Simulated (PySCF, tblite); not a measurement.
# C₅H₁₈Si₃: geometry, infrared bands and NMR shifts

What infrared bands and NMR shifts should C₅H₁₈Si₃ (`CC[C@@H]([SiH3])[C@@H]([SiH3])[SiH2]C`) show?

The runs use tblite 0.8.0 and PySCF 2.14.0, with density-fitted response routines of our own; the level of theory stands in each step. All values are computed, except where a source is named. Atoms are numbered from 0 throughout.

### 1 Starting geometry

26 atoms, charge 0, multiplicity 1; geometry from: force field or distance geometry start.

Bonds of the start (Å): C0–C1 1.53, C1–C2 1.55, C2–Si3 1.94, C2–C4 1.58, C4–Si5 1.88, C4–Si6 1.92, Si6–C7 1.85, C0–H8 1.09, C0–H9 1.09, C0–H10 1.09, C1–H11 1.11, C1–H12 1.10, C2–H13 1.11, Si3–H14 1.48, Si3–H15 1.48, Si3–H16 1.50, C4–H17 1.11, Si5–H18 1.48, Si5–H19 1.49, Si5–H20 1.48, Si6–H21 1.49, Si6–H22 1.48, C7–H23 1.08, C7–H24 1.10, C7–H25 1.10.

### 2 Geometry optimisation with GFN2-xTB

What the job is given:

```
{"job": {"kind": "relax", "xc": "GFN2-xTB", "basis": "xTB"}, "charge": 0, "multiplicity": 1}
C      2.542800     1.314600     0.055800
C      1.332400     0.619800     0.683800
C      0.604200    -0.352800    -0.271100
Si     1.611800    -1.972800    -0.646800
C     -0.892700    -0.668600     0.142500
Si    -1.255100    -1.260600     1.889200
Si    -2.133900     0.772500    -0.084100
C     -2.059800     1.446800    -1.804000
H      3.332300     0.610800    -0.209400
H      2.230600     1.861500    -0.839700
H      2.956500     2.038600     0.759000
H      1.674800     0.080400     1.592000
H      0.652200     1.404800     1.044400
H      0.566500     0.129900    -1.265200
H      2.881500    -1.612600    -1.310400
H      0.799300    -2.849500    -1.514500
H      1.892400    -2.670200     0.646300
H     -1.268800    -1.455900    -0.536600
H     -2.676400    -1.634300     2.067300
H     -0.861500    -0.226900     2.894700
H     -0.442900    -2.466000     2.165400
H     -1.823700     1.864600     0.876600
H     -3.508800     0.295300     0.190500
H     -1.091600     1.867800    -2.027100
H     -2.814300     2.231000    -1.947500
H     -2.268700     0.654200    -2.538000
```

The run is started by

```sh
> OMP_NUM_THREADS=1 python probes_run.py task.json out
```

The driver reads the jobs from task.json and runs them one after another.

**Question.** This job is followed by: GFN2-xTB harmonic vibrations, gas phase; GIAO PBE0/pcSseg-1 NMR shielding, non-relativistic, gas phase. Predict these results of the whole session: strongest single infrared mode (GFN2-xTB); zero-point energy (GFN2-xTB); 13C shifts against TMS (PBE0/pcSseg-1); 1H shifts against TMS (PBE0/pcSseg-1, means over atoms taken as alike); 29Si shifts against TMS (PBE0/pcSseg-1).

As calculated:

| quantity | value |
| --- | --- |
| strongest single infrared mode (GFN2-xTB) | 2251 cm⁻¹, 671 km/mol |
| zero-point energy (GFN2-xTB) | 126.7 kcal/mol |
| 13C shifts against TMS (PBE0/pcSseg-1) | 29.8, 23.4, 17.4, 11.7, -8.0 ppm |
| 1H shifts against TMS (PBE0/pcSseg-1, means over atoms taken as alike) | 4.39, 4.16, 3.93, 3.91, 1.79, 1.34, 1.29, 1.04, 0.58, 0.18 ppm |
| 29Si shifts against TMS (PBE0/pcSseg-1) | -42.3, -58.1, -79.1 ppm |

What this shows: Relaxing lowered the energy by 0.258 eV in 149 steps; the close pair that moved most is Si6–C7, from 1.849 to 1.900 Å. No mode is imaginary among the 72: a minimum at this level. Unscaled tight-binding wavenumbers are off by several per cent, some by more. Its intensities can rank the bands wrongly. At PBE0/pcSseg-1: Shielding is most anisotropic at Si3 (span 114 ppm, paramagnetic term -475 ppm).
